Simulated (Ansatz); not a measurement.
**ClH₅O₂Si₂: a ladder of functionals and wavefunction methods**

How much do the methods differ for ClH₅O₂Si₂? The plan is to run it at one geometry with functionals of several rungs and with coupled cluster. The yardstick is the atomisation energy at the CCSD(T) limit.

The runs use Ansatz 0.2.0, Gaussian basis; functionals in def2-TZVPP, the program's frozen cores in correlated methods.

The runs, in order: PBE-D4, r2SCAN-D4, PBE0-D4, B3LYP-D4, ωB97X-V, ωB97M-V, B2PLYP; CCSD(T)/def2-TZVPP; MP2/def2-QZVPP; extrapolation to the limit.

### 1 Structure used throughout

All runs share one geometry, relaxed beforehand with PBE0-D4 in a triple-zeta def2 set.

SMILES `O[SiH2]O[SiH2]Cl`, 10 atoms, charge 0, spin multiplicity 1.

Atoms are counted from 1 here; the program's logs count them from 0.

Bond lengths: O1–Si2 1.635 Å, O1–H6 0.959 Å, Si2–O3 1.644 Å, Si2–H7 1.475 Å, Si2–H8 1.483 Å, O3–Si4 1.618 Å, Si4–Cl5 2.064 Å, Si4–H9 1.477 Å, Si4–H10 1.477 Å. Angles: Si2–O1–H6 118.0°, O1–Si2–O3 111.8°, O1–Si2–H7 106.4°, O1–Si2–H8 111.2°, O3–Si2–H7 107.7°, O3–Si2–H8 107.3°, H7–Si2–H8 112.5°, Si2–O3–Si4 142.4°, O3–Si4–Cl5 109.5°, O3–Si4–H9 109.8°, O3–Si4–H10 110.8°, Cl5–Si4–H9 107.4°, Cl5–Si4–H10 107.0°, H9–Si4–H10 112.3°.

### 2 PBE-D4 (GGA)

Contents of in.yaml:

```yaml
crystal:
  periodic: [false, false, false]
  atoms:
    - {symbol: O, position_ang: [1.148013, 1.696901, 0.313635]}
    - {symbol: Si, position_ang: [1.400634, 0.081603, 0.317883]}
    - {symbol: O, position_ang: [0.177296, -0.730023, -0.420917]}
    - {symbol: Si, position_ang: [-1.427233, -0.715914, -0.631822]}
    - {symbol: Cl, position_ang: [-2.294555, 0.520800, 0.774485]}
    - {symbol: H, position_ang: [0.435897, 2.042148, 0.855439]}
    - {symbol: H, position_ang: [2.628609, -0.148966, -0.465966]}
    - {symbol: H, position_ang: [1.504334, -0.440773, 1.702350]}
    - {symbol: H, position_ang: [-1.970934, -2.072549, -0.421646]}
    - {symbol: H, position_ang: [-1.776963, -0.172627, -1.960142]}
basis:
  gaussian: {orbitals: def2-TZVPP}
hamiltonian: {xc: pbe, dispersion: d4}
output: {forces: true, orbitals: {seedname: orbitals}}
```

The runs that follow: r2SCAN-D4 (meta-GGA); PBE0-D4 (hybrid); B3LYP-D4 (hybrid); ωB97X-V (range-separated); ωB97M-V (range-separated); B2PLYP (double hybrid); CCSD(T) in def2-TZVPP; MP2 in def2-QZVPP.

Q: Predict the results of all the runs planned. Wanted: atomisation energy, CCSD(T)/CBS; farthest; mean size of error, hybrid; mean size of error, range-separated; gap, smallest and largest; T1 diagnostic; triples share of the correlation energy.

As calculated:

| quantity | value |
| --- | --- |
| atomisation energy, CCSD(T)/CBS | 3622.3 kJ/mol |
| functionals within 18.1 kJ/mol (0.5 %) | ωB97X-V, ωB97M-V |
| farthest | PBE0-D4 (-84.2 kJ/mol) |
| mean size of error, hybrid | 66.3 kJ/mol |
| mean size of error, range-separated | 8.0 kJ/mol |
| gap, smallest and largest | 6.74 eV (PBE-D4), 13.50 eV (ωB97X-V) |
| T1 diagnostic | 0.0109 |
| triples share of the correlation energy | 3.5 % |

In words: PBE-D4 misses by -37.7 kJ/mol. Double hybrids carry the basis error of their MP2 part in triple zeta, and no dispersion term here, so their miss is partly the set-up's. The reference freezes the cores and leaves out relativity and excitations past (T), so misses under about 18.1 kJ/mol can't be ranked. Hartree-Fock recovers 74 % of the binding; the rest is correlation. The gap grows from 6.7 to 13.5 eV across the functionals, mostly with the share of exact exchange.
